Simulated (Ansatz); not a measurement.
Runs of Ansatz 0.2.0 on Ta3N. It takes space group P-3m1 (No. 164, trigonal). Conventional cell: a = 3.032 Å, b = 3.032 Å, c = 7.524 Å, α = 90.00°, β = 90.00°, γ = 120.00°. Ta (site symmetry 3m) has 3 N at 2.19 Å as nearest neighbours. Ta (site symmetry -3m) is surrounded by 12 Ta at 3.01 to 3.03 Å. N (site symmetry -3m) has 6 Ta at 2.19 Å as nearest neighbours. The cell comes from a database or a generator and needn't be the stable form of this composition.

```csv
task,level,spin,cell,cutoff (eV),points for each segment of the path,gap on the mesh (eV),pressure (GPa),largest force (eV/Å)
band structure,PBE,off,as given,420,14,none,-0.7,0.29
relaxation of cell and atoms,LDA,off,relaxed,420,-,none,0.0,-
band structure,LDA,off,as given,420,14,none,-13.3,0.69
band structure,LDA,"SOC, no magnetisation",as given,420,14,none,-13.4,(a)
band structure,BLYP,off,as given,420,14,none,7.3,0.13
band structure,revPBE,off,as given,420,14,none,1.9,0.21
band structure,r2SCAN,off,as given,500,14,none,-3.9,0.23
band structure,RPBE,off,as given,420,14,none,3.0,(b)
band structure,PBEsol,off,as given,420,14,none,-8.1,0.55
```

Alike in all rows: potentials or basis Ansatz PAW; k mesh 7 × 7 × 3; smearing fermi-dirac 0.05 eV.

Question: Fill in the values left out.

Answer: (a) 0.67; (b) 0.18.

Caveats: the PAW data sets come from PBE, with cores solved anew for the run's functional, which leaves a small shift of forces and pressure (some runs); spin-orbit coupling is left out, which moves the levels of the heavy elements (some runs); the plane-wave basis is chosen anew once the cell has moved, so the energies of steps on either side of that aren't comparable (some runs).

A k mesh can miss the band edges, and rows without SOC leave out spin-orbit coupling on Ta.

A gap of «none» marks a metal or a gap under the smearing width.
